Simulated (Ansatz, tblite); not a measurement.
# PbS with GFN2-xTB from a Python script

These are simulated results from tblite 0.8.0, not measurements. The cell began as a measured structure and was relaxed with r2SCAN+rVV10 in plane waves (Ansatz 0.2.0). All runs are without spin polarisation.

It is tetragonal, I4/mmm (No. 139); a = 4.199 Å, c = 5.955 Å in the conventional setting, 26.24 Å³ an atom. Around Pb lie 6 S at 2.97–2.98 Å; around S lie 6 Pb at 2.97–2.98 Å.

tblite solves periodic systems at the zone centre alone, so the script builds a cluster of 2×2×2 conventional cells (32 atoms), which folds in a coarse mesh of k points.

run.py reads:

```python
import json
from ase import Atoms
from ase.build import make_supercell
from ase.units import Bohr, GPa, Hartree
from tblite.interface import Calculator

atoms = Atoms(['Pb', 'Pb', 'S', 'S'],
              cell=[[2.954686, -2.968915, 0.288511], [2.954686, 2.968915, 0.288511], [-0.583565, -0.0, 5.92619]],
              scaled_positions=[[0.749985, 0.749985, 0.750002], [0.250015, 0.250015, 0.249998], [0.250079, 0.250079, 0.750027], [0.749921, 0.749921, 0.249973]],
              pbc=True)
cluster = make_supercell(atoms, [[2, 0, 0], [0, 2, 0], [0, 0, 2]])
calc = Calculator('GFN2-xTB', cluster.numbers, cluster.positions / Bohr, lattice=cluster.cell[:] / Bohr, periodic=cluster.pbc)
calc.set('temperature', 0.02 / Hartree)
calc.set('max-iter', 150)
res = calc.singlepoint()
levels = res.get('orbital-energies') * Hartree
nv = round(res.get('orbital-occupations').sum() / 2)
cells = len(cluster) // len(atoms)
out = {'energy_per_cell': res.get('energy') * Hartree / cells, 'homo': levels[nv - 1], 'lumo': levels[nv],
       'stress': (-res.get('virial') * Hartree / cluster.get_volume() / GPa).tolist(), 'charges': res.get('charges')[:len(atoms)].tolist(), 'electrons': 2 * nv / cells}
json.dump(out, open('results.json', 'w'))
for key, value in out.items():
    print(key, value)
```

Command: `python run.py`. It took 1.7 s on 1 thread of Arm Neoverse V2, on a shared host, peak memory 0.096 GiB.

What it printed:

```
------------------------------------------------------------
  cycle        total energy    energy error   density error
------------------------------------------------------------
      1     -89.41863769628  -8.9502391E+01   3.6910313E-01
      2     -90.29835831659  -8.7972062E-01   1.1478898E-01
      3     -90.39214858344  -9.3790267E-02   3.7997008E-02
      4     -90.37712672476   1.5021859E-02   4.7361537E-02
      5     -90.39580850406  -1.8681779E-02   1.3994839E-02
      6     -90.39736664079  -1.5581367E-03   4.8157484E-03
      7     -90.39758137939  -2.1473860E-04   7.5785629E-05
      8     -90.39758138438  -4.9868447E-09   5.1525600E-05
      9     -90.39758140033  -1.5951656E-08   1.9528325E-05
------------------------------------------------------------

 total:                                   1.166 sec
energy_per_cell -307.4804353941839
homo -9.466651900438858
lumo -8.70084732664107
stress [[1.0154975259293857, 1.2857542689892424e-14, 0.5358080299417568], [1.2896312412188715e-14, 1.0632426916243016, 1.7550921764142417e-15], [0.535808029941757, 1.515422558771415e-15, -4.183256566458972]]
charges [0.6809601089605004, 0.6809580046336141, -0.6809583626961739, -0.6809599212584161]
electrons 20.0
```

The cycle table is in hartree for the whole cluster, and the lines after it are in eV (the energy for one cell). The printed stress is in GPa and positive in compression, and the pressure is its mean diagonal.

GFN2-xTB gives a gap of 0.77 eV. On the same cell, plane-wave PBE (Ansatz, 6×6×4 k points and the special points) gives a gap of 0.37 eV and r2SCAN a gap of 0.63 eV; on shared hosts these took about 6.2 and 16 core-seconds on the 4-atom cell, against 1.7 for the script. Spin-orbit coupling, left out in all these runs, can cut or reorder the gap by tenths of an eV, up to about 1 eV with Pb or Bi. xTB was fitted to molecules, so gaps, charges and pressures of solids can be far off, and the gap also depends on the size of the cluster.

The same script was run on cells scaled at fixed shape and fractional coordinates:

| volume (Å³/atom) | energy (meV/atom) | pressure (GPa, positive in compression) | gap (eV) |
| --- | --- | --- | --- |
| 23.09 | 57.2 | 7.25 | 0.80 |
| 24.67 | 8.9 | 2.61 | 0.78 |
| 26.24 | 0.0 | -0.70 | 0.77 |
| 27.82 | 17.4 | -1.70 | 0.74 |
| 29.39 | 50.1 | -4.92 | 0.72 |

A Birch-Murnaghan fit puts the minimum at 25.88 Å³/atom, 1.4 % below the given cell, with a bulk modulus of 46.7 GPa at fixed shape.

xTB was fitted mostly to molecules, and a small cluster samples few k points, so gaps, pressures and kinks along a curve can be far from a solid's.

Spin-orbit coupling is left out; in compounds of Pb, Bi, Tl or Hg it can lower a gap by up to about 1 eV, split its edges or invert the bands.
